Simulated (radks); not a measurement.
**Valence configurations of La**

The task here is to estimate one member of a computed series from the others.

Method: scalar-relativistic Kohn-Sham, SCAN, spin-polarised, spherical densities, finite nucleus; open shells are filled with parallel spins first. Code: radks (a radial shooting solver on a logarithmic mesh, Libxc functionals) version 1.

3 further runs of the same task are left out: 3 that didn't finish.

### The system

| Item | Value |
| --- | --- |
| element | lanthanum (Z = 57) |
| charge | 0 |
| electrons | 57 |
| configuration | [Xe] 5d1 6s2 |
| nuclear rms radius | 4.855 fm |
| others tried | 5d1 6s1 6p1; 5d0.5 6s2 6p0.5; 5d2 6s1; 4f2 5d1; 4f1.5 5d1 6p0.5; 5d1 6s1.5 6p0.5 |

Outer shells as boxes (Hund's rule):

La
```
[Xe] core
5d [↑ ][  ][  ][  ][  ]
6s [↑↓]
```

The first run:

The run's settings:

```text
Z 57
configuration [Xe] 5d1 6s2
relativity scalar-relativistic
functional scan,scan
spin polarised
nucleus finite rms 4.855 fm
c 137.035999084
```

Among the steps run: [Xe] 5d1 6s2.

One table of the session follows, with a row left open; its other results are not shown here.

It belongs to the step «[Xe] 5d1 6s2». From the orbitals of this run (lengths in bohr):

| level | <r> | outermost maximum (interpolated) | 90 % within | nodes |
| --- | --- | --- | --- | --- |
| 5s up | 1.566 | 1.41 | 2.25 | 4 |
| 5s down | 1.560 | 1.41 | 2.24 | 4 |
| 5p up | 1.814 | 1.59 | 2.65 | 3 |
| 5p down | ? | ? | ? | ? |
| 6s up | 4.312 | 3.71 | 6.31 | 5 |
| 6s down | 4.636 | 3.96 | 6.79 | 5 |
| 5d up | 2.997 | 2.28 | 4.77 | 2 |
| 5d down | 3.132 | 2.15 | 5.15 | 2 |

Q: Estimate the row for 5p down from the others.

**Answer.** <r>: 1.796; outermost maximum (interpolated): 1.58; 90 % within: 2.62; nodes: 3. In the column «<r>» it lies between 5s up (1.566) and 5p up (1.814).
